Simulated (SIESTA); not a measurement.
The system is Cr3N4.

```xyz
7
Lattice="3.9634 0.0000 0.0000 0.0000 3.9634 0.0000 0.0000 0.0000 3.9634" Properties=species:S:1:pos:R:3 pbc="T T T"
Cr    1.9817    0.0000    1.9817
Cr    1.9817    1.9817    0.0000
Cr    0.0000    1.9817    1.9817
N     1.9817    1.9817    1.9817
N     1.9817    0.0000    0.0000
N     0.0000    1.9817    0.0000
N     0.0000    0.0000    1.9817
```

The cell comes from a database or a generator and needn't be the stable form of this composition.

```yaml
Program: SIESTA 5.4.2
Task: single point
Functional: PBEsol
Potentials_or_basis: PseudoDojo 0.4 standard (PBEsol files)
Basis: DZP (energy shift 0.003 Ry; two zetas on semicore shells)
Grid_cutoff: 800 Ry
Energy_shift: 0.003 Ry
k_mesh: 7 × 7 × 7
Occupations: fermi-dirac, width 0.05 eV
Spin: collinear spin, ferromagnetic start
Starting_moments: "[3.0, 3.0, 3.0, 0.0, 0.0, 0.0, 0.0] μB"
```

On this cell: pressure -9.3 GPa; largest force zero by symmetry; net moment 2.70 μB per cell; site moments Cr +1.17; N -0.02, -0.27 μB; band gap on the k mesh none (metal or under the smearing width).

The same run follows on a disturbed copy (atoms moved at random, drawn with an rms of 0.05 Å):

```
Cr N
1.0
     3.96345    0.00000    0.00000
     0.00000    3.96345    0.00000
     0.00000    0.00000    3.96345
Cr N
3 4
Direct
  0.49978 0.99817 0.49411
  0.50957 0.50563 0.00872
  0.99246 0.49759 0.49874
  0.50503 0.50949 0.49536
  0.50734 0.99721 0.98533
  0.98948 0.50741 0.00431
  0.00319 0.99467 0.50635
```

Problem. What does the disturbed cell give?

Solution. The energy (extrapolated to zero smearing) moves by +7.7 meV/atom; pressure -8.1 GPa; largest force 0.845 eV/Å; net moment 2.73 μB per cell; site moments Cr +1.20, +1.12, +1.22; N -0.02, -0.26, -0.27 μB; band gap on the k mesh none (metal or under the smearing width).

Forces on the atoms (eV/Å):
```
Cr   0.146  0.301 -0.064
Cr   0.127  0.020 -0.019
Cr   0.099 -0.010 -0.022
N   -0.571 -0.518  0.345
N   -0.259  0.219  0.323
N    0.435 -0.304 -0.233
N    0.025  0.287 -0.329
```

Stress tensor (GPa, compression positive):
```
-7.44 -0.10 -0.30
-0.10 -8.90 -0.03
-0.30 -0.03 -7.82
```

Caveats: the basis of atomic orbitals isn't converged, which shifts pressures, moduli and gaps; only a ferromagnetic start was run, and an antiferromagnetic order may lie lower in energy.
